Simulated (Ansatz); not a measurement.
# Sc2SiF2: the cost of one run

Method: DFT PBE, scalar-relativistic, plane waves, PAW, in Ansatz 0.2.0.

## (1) The starting structure

It takes space group P-6m2 (No. 187, hexagonal). The conventional cell has a = 4.283 Å, b = 4.283 Å, c = 5.625 Å, α = 90.00°, β = 90.00°, γ = 120.00°. Sc (site symmetry 3m) has 1 Sc at 2.52 Å and 3 Si at 2.78 Å in its first shell of neighbours. Si (site symmetry -6m2) has 6 Sc at 2.78 Å and 2 F at 2.81 Å in its first shell of neighbours. F (site symmetry -6m2) is surrounded by 3 F at 2.47 Å. F (site symmetry -6m2) is surrounded by 3 F at 2.47 Å and 2 Si at 2.81 Å.

Coordinates:

```
Sc Si F
1.0
     4.28261    0.00000    0.00000
    -2.14131    3.70885    0.00000
     0.00000    0.00000    5.62526
Sc Si F
2 1 2
Direct
  0.00000 0.00000 0.77590
  0.00000 0.00000 0.22410
  0.33333 0.66667 0.00000
  0.66667 0.33333 0.50000
  0.33333 0.66667 0.50000
```

Recipe of the guess: random cell by space group and Wyckoff sites (P-6m2, No. 187). Lengths come from tabulated atomic sizes and are only a guess.

## (2) The guess as it stands, on a coarse mesh

input.yaml reads:

```yaml
crystal:
  lattice:
    - [4.28261076, 0.0, 0.0]
    - [-2.14130538, 3.70884972, 0.0]
    - [0.0, 0.0, 5.62525888]
  atoms:
    - { symbol: Sc, position: [0.0, 0.0, 0.77589516] }
    - { symbol: Sc, position: [0.0, 0.0, 0.22410484] }
    - { symbol: Si, position: [0.33333333, 0.66666667, 0.0] }
    - { symbol: F, position: [0.66666667, 0.33333333, 0.5] }
    - { symbol: F, position: [0.33333333, 0.66666667, 0.5] }
basis:
  ecutwfc: 420
kpoints:
  mp_grid: { grid: [6, 6, 4] }
hamiltonian:
  xc: pbe
scf:
  occupations: { method: gaussian, width: 0.1 }
  lower_state_search: "off"
output:
  forces: true
  stress: true
  eigenvalues: true
```

Run with:

```console
$ ansatz run input.yaml --threads 1 --pin off --max-ram 2560MiB --backend cpu --events-out ev --progress --plain --runs-dir out
```

**Question.** How long does this run take on 1 thread of Intel Xeon at 2.50GHz (Skylake/Cascade Lake), shared host, and how much memory does it need?

About 8.1 s, with a peak of 0.35 GiB.
